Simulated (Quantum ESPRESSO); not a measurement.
**KNa2Rh3 under changes of volume**

One of the cells (17.684 Å³/atom); the others are scaled copies at fixed shape and fractional positions:

```
CELL_PARAMETERS angstrom
5.89928 0.00000 0.00000
-2.94964 5.10893 0.00000
0.00000 0.00000 3.52045
ATOMIC_POSITIONS crystal
K 0.00000 0.00000 0.00000
Na 0.33333 0.66667 0.00000
Na 0.66667 0.33333 0.00000
Rh 0.50000 0.00000 0.50000
Rh 0.50000 0.50000 0.50000
Rh 0.00000 0.50000 0.50000
```

The cell was built by a generator and needn't be a form met in nature.

```yaml
Program: Quantum ESPRESSO 7.5
Functional: LDA
Potentials_or_basis: GBRV 1.5 PBEsol
Cutoff: 612 eV
Density_cutoff: 4898 eV
k_mesh: 4 × 4 × 7
Occupations: gaussian, width 0.1 eV
Spin: no spin polarisation
```

| volume (Å³/atom) | energy over the lowest point (meV/atom) | pressure (GPa) |
| --- | --- | --- |
| 16.623 | 108.82 | 14.2 |
| 16.976 | 79.89 | 11.8 |
| 17.330 | 55.89 | 9.7 |
| 17.684 | 36.34 | 7.8 |
| 18.037 | 20.77 | 6.1 |
| 18.391 | ? | ? |
| 18.745 | 0.00 | 3.2 |

Q: What does the run at 18.391 Å³/atom give?

A: Energy over the lowest point 8.77 meV/atom; pressure 4.6 GPa.

Worked out: A Birch-Murnaghan fit of order 3 (a polynomial in V^(-2/3)) to the other rows has no minimum within the range. It gives 8.79 meV/atom at 18.391 Å³/atom, against the run's 8.77, and -dE/dV = 4.7 GPa, against 4.6.

Energies are extrapolated to zero smearing.

Caveats: the potentials were made for another functional, which shifts forces and pressure.
